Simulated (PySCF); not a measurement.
# C6H9B: runs on many settings, part 2 of 2

PySCF 2.14.0. Atoms count from 0. Earlier steps stand in the parts before.

## (6) J couplings: PBE0/ANO-RCC-VDZP

Job settings and geometry (Å):

```
{"job": {"kind": "j", "xc": "PBE0", "basis": "ANO-RCC-VDZP", "scf": {"aux": "def2-universal-jkfit", "damp": 0.1}}, "charge": 0, "multiplicity": 1}
B     -0.679203     1.442846     1.022043
C     -0.869015     0.130570     0.214329
C     -2.060445    -0.246279    -0.264772
C      0.304159    -0.747862    -0.004139
C      0.265712    -2.054970     0.267263
C      1.521004    -0.127165    -0.512028
C      1.647268     1.162254    -0.800307
H     -1.398942     2.347260     0.842506
H      0.142063     1.503903     1.852598
H     -2.942907     0.353687    -0.114375
H     -2.200001    -1.172145    -0.803476
H      1.125020    -2.688945     0.121764
H     -0.617147    -2.526434     0.664193
H      2.357033    -0.799048    -0.662008
H      2.570193     1.578110    -1.167709
H      0.827609     1.853162    -0.667294
```

Level: PBE0/ANO-RCC-VDZP indirect spin-spin coupling, non-relativistic, gas phase.

What it wrote:

```text
damping 0.10 in the first 6 cycles
final grid: 126808 points
cycle   1  E = -258.5156003527  dE =  7.700e-01  |g| = 3.597e-01  |ddm| = 5.432e+00
cycle   2  E = -258.5327886995  dE = -1.719e-02  |g| = 2.761e-01  |ddm| = 6.329e-01
cycle   3  E = -258.5338982159  dE = -1.110e-03  |g| = 2.737e-01  |ddm| = 6.096e-01
cycle   4  E = -258.5221142170  dE =  1.178e-02  |g| = 3.434e-01  |ddm| = 6.510e-01
cycle   5  E = -258.4841639055  dE =  3.795e-02  |g| = 5.147e-01  |ddm| = 8.706e-01
cycle   6  E = -258.3124813828  dE =  1.717e-01  |g| = 9.404e-01  |ddm| = 1.470e+00
cycle   7  E = -257.7950630381  dE =  5.174e-01  |g| = 1.686e+00  |ddm| = 2.481e+00
cycle   8  E = -258.5506272339  dE = -7.556e-01  |g| = 1.226e-01  |ddm| = 1.566e+00
cycle   9  E = -258.5515874876  dE = -9.603e-04  |g| = 1.083e-01  |ddm| = 2.273e-01
cycle  10  E = -258.5547556333  dE = -3.168e-03  |g| = 9.666e-03  |ddm| = 1.156e-01
cycle  11  E = -258.5547765029  dE = -2.087e-05  |g| = 4.389e-03  |ddm| = 1.350e-02
cycle  12  E = -258.5547814742  dE = -4.971e-06  |g| = 1.189e-03  |ddm| = 5.332e-03
cycle  13  E = -258.5547818445  dE = -3.703e-07  |g| = 3.557e-04  |ddm| = 1.527e-03
cycle  14  E = -258.5547818797  dE = -3.523e-08  |g| = 6.170e-05  |ddm| = 3.880e-04
cycle  15  E = -258.5547818808  dE = -1.110e-09  |g| = 1.939e-05  |ddm| = 8.857e-05
cycle  16  E = -258.5547818809  dE = -1.313e-10  |g| = 5.123e-06  |ddm| = 3.086e-05
converged SCF energy = -258.5547818809

Indirect spin-spin couplings (Hz)
  i      j    bonds     total        FC       PSO       DSO        SD
  0 B    1 C    1    109.549   110.955    -1.949     0.235     0.308
  0 B    2 C    2     -7.161    -7.784     0.483    -0.059     0.199
  0 B    3 C    2     -2.892    -2.719    -0.101     0.020    -0.092
  0 B    4 C    3      2.266     2.296     0.044    -0.080     0.006
  0 B    5 C    3      0.484     0.544    -0.054     0.010    -0.016
  0 B    6 C    4     -0.335    -0.422     0.035     0.053    -0.001
  0 B    7 H    1     74.579    75.337    -1.852     0.515     0.579
  0 B    8 H    1     77.777    78.408    -1.797     0.539     0.625
  0 B    9 H    3      7.154     7.114     0.072    -0.018    -0.014
  0 B   10 H    3      9.647     9.900     0.483    -0.622    -0.114
  0 B   11 H    4     -0.653    -0.522     0.258    -0.391     0.002
  0 B   12 H    4     -1.051    -0.970     0.185    -0.236    -0.030
  0 B   13 H    4     -0.426    -0.291     0.289    -0.404    -0.020
  0 B   15 H    5      0.735     0.100    -0.202     0.751     0.086
  1 C    2 C    1    197.357   206.469    -9.295     0.184         -
  1 C    3 C    1     76.125    77.956    -2.122     0.291         -
  1 C    4 C    2     -5.479    -5.426    -0.038    -0.016         -
  1 C    5 C    2      1.318     1.392    -0.103     0.029         -
  1 C    6 C    3      0.820     0.876    -0.092     0.036         -
  1 C    7 H    2      3.830     4.275    -0.402    -0.043         -
  1 C    8 H    2      1.114     1.485    -0.362    -0.009         -
  1 C    9 H    2      2.624     4.532    -1.488    -0.421         -
  1 C   10 H    2     -5.749    -3.789    -1.541    -0.420         -
  1 C   11 H    3     10.606    10.806     0.248    -0.449         -
  1 C   12 H    3      7.195     7.243    -0.119     0.071         -
  1 C   13 H    3      6.659     6.825     0.238    -0.404         -
  1 C   14 H    4     -0.458    -0.386     0.209    -0.281         -
  1 C   15 H    4     -0.708    -0.959    -0.193     0.444         -
  2 C    3 C    2     -6.546    -6.417    -0.128    -0.001         -
  2 C    4 C    3      5.583     5.499     0.095    -0.011         -
  2 C    5 C    3      2.970     2.915     0.113    -0.058         -
  2 C    7 H    3      3.818     3.800     0.070    -0.052         -
  2 C    8 H    3      6.013     6.109     0.264    -0.360         -
  2 C    9 H    1    126.052   125.582    -0.122     0.592         -
  2 C   10 H    1    131.697   131.263    -0.198     0.632         -
  2 C   11 H    4     -2.262    -2.178     0.262    -0.346         -
  2 C   12 H    4     -2.322    -2.334    -0.150     0.162         -
  2 C   13 H    4     -0.438    -0.361     0.263    -0.340         -
  2 C   14 H    5      0.782     0.869     0.197    -0.284         -
  2 C   15 H    5      0.927     0.862     0.102    -0.037         -
  3 C    4 C    1    212.723   221.393    -8.877     0.207         -
  3 C    5 C    1    102.663   105.079    -2.687     0.271         -
  3 C    6 C    2     -7.156    -7.238     0.101    -0.019         -
  3 C    7 H    3      4.230     4.349     0.121    -0.241         -
  3 C    8 H    3      2.012     1.949    -0.074     0.137         -
  3 C    9 H    3     13.343    13.529     0.240    -0.426         -
  3 C   10 H    3      9.410     9.473    -0.191     0.129         -
  3 C   11 H    2     -3.002    -1.142    -1.473    -0.387         -
  3 C   12 H    2     -3.384    -1.527    -1.487    -0.370         -
  3 C   13 H    2      4.208     4.815    -0.462    -0.145         -
  3 C   14 H    3     14.843    15.041     0.233    -0.430         -
  3 C   15 H    3     10.457    10.583    -0.202     0.076         -
  4 C    5 C    2     -9.323    -9.375     0.073    -0.022         -
  4 C    6 C    3      6.566     5.968     0.693    -0.095         -
  4 C    7 H    4      0.448     0.539     0.198    -0.290         -
  4 C    8 H    4     -0.426    -0.411     0.114    -0.129         -
  4 C    9 H    4     -2.487    -2.398     0.253    -0.342         -
  4 C   10 H    4     -2.280    -2.314    -0.142     0.176         -
  4 C   11 H    1    125.224   124.316     0.254     0.654         -
  4 C   12 H    1    131.295   130.408     0.217     0.669         -
  4 C   13 H    3      8.115     8.296    -0.208     0.027         -
  4 C   14 H    4     -2.683    -2.727     0.388    -0.345         -
  4 C   15 H    4     -3.250    -3.265     0.345    -0.329         -
  5 C    6 C    1    239.409   248.285    -9.038     0.162         -
  5 C    8 H    4      0.225     0.193    -0.048     0.080         -
  5 C    9 H    4     -0.618    -0.522     0.211    -0.307         -
  5 C   10 H    4     -1.342    -1.309     0.131    -0.164         -
  5 C   11 H    3     11.450    11.512    -0.132     0.070         -
  5 C   12 H    3     15.092    15.298     0.261    -0.466         -
  5 C   13 H    1    137.888   136.869     0.120     0.899         -
  5 C   14 H    2      0.553     2.338    -1.279    -0.505         -
  5 C   15 H    2     -6.563    -4.600    -1.537    -0.427         -
  6 C    7 H    5      0.314     0.357     0.000    -0.043         -
  6 C    8 H    5      0.909     0.874    -0.082     0.118         -
  6 C    9 H    5     -0.393    -0.319     0.122    -0.195         -
  6 C   10 H    5     -0.240    -0.198     0.151    -0.193         -
  6 C   11 H    4     -2.482    -2.544     0.357    -0.296         -
  6 C   12 H    4     -1.057    -1.024     0.344    -0.377         -
  6 C   13 H    2      2.855     4.570    -1.206    -0.509         -
  6 C   14 H    1    128.617   127.747     0.274     0.595         -
  6 C   15 H    1    129.525   128.385     0.405     0.735         -
  7 H    8 H    2     -0.481     0.366     1.119    -1.966         -
  7 H    9 H    4     -0.424    -0.709    -0.527     0.813         -
  7 H   10 H    4     -0.868    -0.475     1.093    -1.486         -
  7 H   12 H    5     -0.221     0.018     0.628    -0.866         -
  7 H   13 H    5     -0.587    -0.210     0.904    -1.281         -
  7 H   14 H    6     -0.237    -0.039     0.607    -0.806         -
  7 H   15 H    6     -0.255    -0.547    -0.828     1.120         -
  8 H    9 H    4     -0.621    -0.283     0.768    -1.106         -
  8 H   10 H    4      0.984     1.436     1.079    -1.531         -
  8 H   13 H    5     -0.364    -0.152     0.602    -0.814         -
  8 H   14 H    6     -0.159    -0.015     0.487    -0.631         -
  9 H   10 H    2     -3.981    -3.319     2.726    -3.389         -
  9 H   12 H    5      0.389     0.619     0.578    -0.808         -
  9 H   13 H    5      0.625     0.998     1.021    -1.394         -
  9 H   14 H    6     -0.550    -0.283     0.745    -1.011         -
  9 H   15 H    6     -0.338    -0.278     0.156    -0.216         -
 10 H   11 H    5      0.303     0.528     0.600    -0.826         -
 10 H   12 H    5      1.025     0.563    -1.090     1.552         -
 10 H   13 H    5      0.370     0.589     0.664    -0.883         -
 10 H   14 H    6     -0.534    -0.272     0.747    -1.008         -
 10 H   15 H    6     -0.488    -0.318     0.482    -0.651         -
 11 H   12 H    2     -6.595    -6.017     2.794    -3.372         -
 11 H   13 H    4     -0.988    -1.477    -1.120     1.609         -
 11 H   14 H    5      1.805     1.994     0.706    -0.894         -
 11 H   15 H    5      1.404     1.724     0.977    -1.296         -
 12 H   13 H    4     -1.727    -1.225     1.174    -1.675         -
 12 H   14 H    5      2.381     2.727     1.032    -1.378         -
 12 H   15 H    5      1.630     1.908     0.896    -1.174         -
 13 H   14 H    3     11.125    11.456     0.308    -0.639         -
 13 H   15 H    3     17.649    18.998     1.817    -3.166         -
 14 H   15 H    2     -8.182    -7.638     2.746    -3.290         -
```

Run time: 35 s. Hardware: 1 thread of Arm Neoverse V1, shared host; peak memory 0.77 GiB.

The basis is not made for couplings: without tight functions at the nuclei these values are rough.

A choice of the couplings up to four bonds, sorted by the number of bonds; isotopes 11B, 13C, 1H:

| pair | bonds | J (Hz) | Fermi contact (Hz) | dihedral (°) |
| --- | --- | --- | --- | --- |
| C5–C6 | 1 | 239.4 | 248.3 | – |
| C3–C4 | 1 | 212.7 | 221.4 | – |
| C1–C2 | 1 | 197.4 | 206.5 | – |
| C5–H13 | 1 | 137.9 | 136.9 | – |
| C2–H10 | 1 | 131.7 | 131.3 | – |
| C4–H12 | 1 | 131.3 | 130.4 | – |
| C6–H15 | 1 | 129.5 | 128.4 | – |
| C6–H14 | 1 | 128.6 | 127.7 | – |
| C2–H9 | 1 | 126.1 | 125.6 | – |
| C4–C5 | 2 | -9.3 | -9.4 | – |
| H14–H15 | 2 | -8.2 | -7.6 | – |
| B0–C2 | 2 | -7.2 | -7.8 | – |
| C3–C6 | 2 | -7.2 | -7.2 | – |
| H11–H12 | 2 | -6.6 | -6.0 | – |
| C5–H15 | 2 | -6.6 | -4.6 | – |
| C2–C3 | 2 | -6.5 | -6.4 | – |
| C1–H10 | 2 | -5.7 | -3.8 | – |
| C1–C4 | 2 | -5.5 | -5.4 | – |
| H13–H15 | 3 | 17.6 | 19.0 | 180 |
| C5–H12 | 3 | 15.1 | 15.3 | 179 |
| C3–H14 | 3 | 14.8 | 15.0 | 180 |
| C3–H9 | 3 | 13.3 | 13.5 | 179 |
| C5–H11 | 3 | 11.4 | 11.5 | 0 |
| H13–H14 | 3 | 11.1 | 11.5 | -1 |
| C1–H11 | 3 | 10.6 | 10.8 | -179 |
| C3–H15 | 3 | 10.5 | 10.6 | 0 |
| B0–H10 | 3 | 9.6 | 9.9 | -178 |
| C4–H15 | 4 | -3.2 | -3.3 | – |
| C4–H14 | 4 | -2.7 | -2.7 | – |
| C4–H9 | 4 | -2.5 | -2.4 | – |
| C6–H11 | 4 | -2.5 | -2.5 | – |
| C2–H12 | 4 | -2.3 | -2.3 | – |
| C4–H10 | 4 | -2.3 | -2.3 | – |
| C2–H11 | 4 | -2.3 | -2.2 | – |
| H12–H13 | 4 | -1.7 | -1.2 | – |
| C5–H10 | 4 | -1.3 | -1.3 | – |

The spin-dipole term was solved for some atoms only; pairs without it lack that part.

Quadrupole couplings from the field gradients of the same density:

| atom | isotope | eQq/h (MHz) | η |
| --- | --- | --- | --- |
| B0 | 11B | 5.585 | 0.05 |

Joined with the shifts from before (PBE0/pcSseg-1, scaled to CDCl3 for protons on carbon, raw for the others), the couplings predict the line list below for 500 MHz. Couplings to quadrupolar nuclei are left out.

¹H NMR δ 7.16 (br, 2H), 6.55 (m, 1H), 6.39 (dd, J = 4.0, 1.0 Hz, 1H), 5.94 (d, J = 4.0 Hz, 1H), 5.27 (dqd, J = 6.6, 1.9, 1.0 Hz, 1H), 5.18 (ddt, J = 11.1, 8.2, 2.1 Hz, 1H), 5.13 (dq, J = 6.6, 1.4 Hz, 1H), 4.10 (ddt, J = 17.6, 8.2, 1.5 Hz, 1H).

## (7) Run by run: electronic excitations

Excitations and ground-state properties, with basis size and wall time:

| run | lowest singlet (eV) | brightest (eV) | f | gap (eV) | α (Å³) | μ (D) | functions | time |
| --- | --- | --- | --- | --- | --- | --- | --- | --- |
| PBE0/def2-SVPD | 3.83 | 5.50 | 0.273 | 4.87 | 13.26 | 0.93 | 212 | 37 s |
| PBE0/3-21G | 3.87 | 5.34 | 0.051 | 4.91 | 10.45 | 1.02 | 81 | 6.9 s |

## (8) Results

This closing draws on all 2 parts.

| quantity | value |
| --- | --- |
| ¹³C shifts against TMS (PBE0/pcSseg-1) | 164.3, 164.3, 148.4, 147.0, 122.5, 121.2 ppm |
| ¹H shifts against TMS (PBE0/pcSseg-1, means over atoms taken as alike) | 7.16, 6.84, 6.67, 6.19, 5.48, 5.38, 5.33, 4.23 ppm |
| ¹¹B shifts against BF3·OEt2 (PBE0/pcSseg-1) | 72.8 ppm |
| surface potential, 1st and 99th percentile | -0.67 V and 0.87 V |
| lowest singlet (PBE0/def2-SVPD) | 3.83 eV (324 nm), f = 0.017 |
| brightest single state of those computed | state 4, 5.50 eV, f = 0.273 |
| lowest triplet | 2.98 eV |
| largest coupling of the table (PBE0/ANO-RCC-VDZP) | ¹J(C,C) C5–C6, 239.4 Hz |
| range of the lowest singlet | 3.83 to 3.87 eV |
| property runs in this session | 5, of which 1 failed and 0 gave unsound results |

Single values in the summary come from the first run of each kind that ended normally (PBE0/pcSseg-1; PBE0/def2-SVPD; PBE0/ANO-RCC-VDZP), which need not be the best level. At PBE0/pcSseg-1: Shielding is most anisotropic at C1 (span 257 ppm, paramagnetic term -236 ppm). At PBE0/pcSseg-1, counted by nearest atom on the grid, the HOMO lies on C4 28 %; C6 20 %, the LUMO on B0 34 %; C2 20 %. The lowest singlet, at 3.83 eV, is HOMO→LUMO 0.97 and is weak; of the 6 states computed, the strongest absorption comes from state 4 at 5.50 eV. The lowest triplet lies 0.84 eV below the lowest singlet (triplets in Tamm-Dancoff, singlets in full TDDFT). In the run at PBE0/ANO-RCC-VDZP, the largest coupling of the table is C5–C6, 239.4 Hz, of which the Fermi-contact term gives 248.3 Hz. Couplings across rotatable bonds belong to this one conformer; where others are populated, the observed values are averages. The lowest singlet runs from 3.83 eV (PBE0/def2-SVPD) to 3.87 eV (PBE0/3-21G), while the orbital gap spans 4.87 to 4.91 eV. The lowest state need not be the same one in every run. The runs solved for a few states only, so the brightest column depends on that window. Couplings from bases without tight functions are rough.
